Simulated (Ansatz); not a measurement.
# ZnCl2 + H2: a complex and its separated parts

The complex below is one end of an elementary step. How strongly is it bound against its free parts?

Method: PBE0-D4/def2-TZVP structures, single points in def2-TZVPP, no counterpoise correction; program: Ansatz 0.2.0, Gaussian basis.

Levels: SPW92, PBE-D4, BLYP-D4, r2SCAN-D4, B97M-V, PBE0-D4, B3LYP-D4, r2SCAN0-D4, BHLYP-D4, CAM-B3LYP-D4, wB97X-V, wB97M-V, B2PLYP, PBE-QIDH, RPA on PBE, Hartree-Fock, MP2, CCSD, CCSD(T).

Cores are frozen in the correlated methods. The 3s and 3p shells of Cu and Zn are frozen; filled d shells are correlated. B3LYP uses VWN-RPA correlation. B2PLYP carries no dispersion term here.

**1. The system as given**

The complex: 5 atoms, charge 0, spin multiplicity 1.

Atoms are counted from 1 here; the program's logs count them from 0.

Bond lengths: Zn1–Cl2 2.089 Å, Zn1–Cl3 2.089 Å, H4–H5 0.750 Å. Angles: Cl2–Zn1–Cl3 176.0°.

Coordinates:

```xyz
5
charge 0, multiplicity 1
Zn   -0.32627   -0.57582   -0.80125
Cl    0.35691   -2.33598    0.09217
Cl   -1.05495    1.10403   -1.80639
H     0.63892    0.59484    1.42817
H     0.38539    1.21283    1.08730
```

Its parts: ZnCl2 holds atoms 1, 2, 3; H2 holds atoms 4, 5. Each part counts its atoms afresh in its own runs.

**2. Relaxing ZnCl2 alone**

Contents of relax-a/in.yaml:

```yaml
crystal:
  periodic: [false, false, false]
  atoms:
    - {symbol: Zn, position_ang: [-0.326274, -0.575817, -0.801250]}
    - {symbol: Cl, position_ang: [0.356913, -2.335981, 0.092166]}
    - {symbol: Cl, position_ang: [-1.054952, 1.104026, -1.806391]}
basis:
  gaussian: {orbitals: def2-TZVP}
hamiltonian: {xc: pbe0, dispersion: d4}
relax: {f_tol: 0.005, max_steps: 200}
```

No record of the launch command was kept for these runs.

After this run come: Relaxing H2 alone; wB97M-V/def2-TZVPP; CCSD(T)/def2-TZVPP; Vibrations of ZnCl2; Vibrations of H2.

Q: Predict the outcome of this session. Wanted: complex less parts, CCSD(T)/def2-TZVPP; with zero-point energy; largest T1 diagnostic.

The runs gave:

| quantity | value |
| --- | --- |
| complex less parts, CCSD(T)/def2-TZVPP | -0.85 kcal/mol |
| with zero-point energy | +0.44 kcal/mol |
| largest T1 diagnostic | 0.013 |

**Reading.** At CCSD(T) the complex lies 0.85 kcal/mol below its parts. B3LYP-D4 is the best functional here (-0.16 kcal/mol from CCSD(T)); SPW92 is the worst (-2.23 kcal/mol). Mean unsigned error by rung: LDA 2.23, GGA 0.38, meta-GGA 0.47, hybrid 0.50, range-separated hybrid 0.47, double hybrid 0.33 kcal/mol. PBE-D4 gives a relative energy 0.58 kcal/mol too low, an error of 69 % of the reference. No counterpoise was applied, and triple zeta lacks some correlation, so the CCSD(T) reference has a basis error of its own, and close matches with it are partly luck.
